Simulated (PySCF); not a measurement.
# GeH6O2Si: the cost of one run

Computed with PySCF 2.14.0, with density-fitted response routines of our own, on a single molecule in the gas phase. Atoms count from 0, in the outputs and in this text.

### Step 1. Starting geometry

10 atoms, charge 0, multiplicity 1; geometry from: GFN2-xTB. The atoms were then displaced at random by about 0.01 Å, so the start is not that level's minimum.

Bonds of the start (Å): O0–Si1 1.61, Si1–O2 1.64, Si1–Ge3 2.36, O0–H4 0.98, Si1–H5 1.46, O2–H6 0.97, Ge3–H7 1.50, Ge3–H8 1.48, Ge3–H9 1.49.

### Step 2. Optimising the geometry at PBE0-D3(BJ)/def2-SVP

What the job is given:

```
{"job": {"xc": "PBE0", "basis": "def2-SVP", "d3": "d3bj", "grid": 1, "shake": 0.01, "kind": "geom"}, "charge": 0, "multiplicity": 1}
O     -1.372870    -1.081880    -0.844630
Si    -0.736390    -0.163180     0.317270
O     -1.449880     1.307720     0.197390
Ge     1.568860    -0.128580    -0.179060
H     -2.325330    -0.976250    -1.055320
H     -1.050330    -0.704150     1.638980
H     -1.098320     2.039680     0.722650
H      1.955840     0.443040    -1.507630
H      2.220980    -1.452500    -0.110870
H      2.337870     0.695190     0.800170
```

Started as:

```
> OMP_NUM_THREADS=1 python probes_run.py task.json out
```

This one command runs all jobs of the session in turn.

**Question.** How long does this first job take on 1 thread of Arm Neoverse V2, shared host, and how much memory does it need?

About 75 s, with a peak of 0.45 GiB.
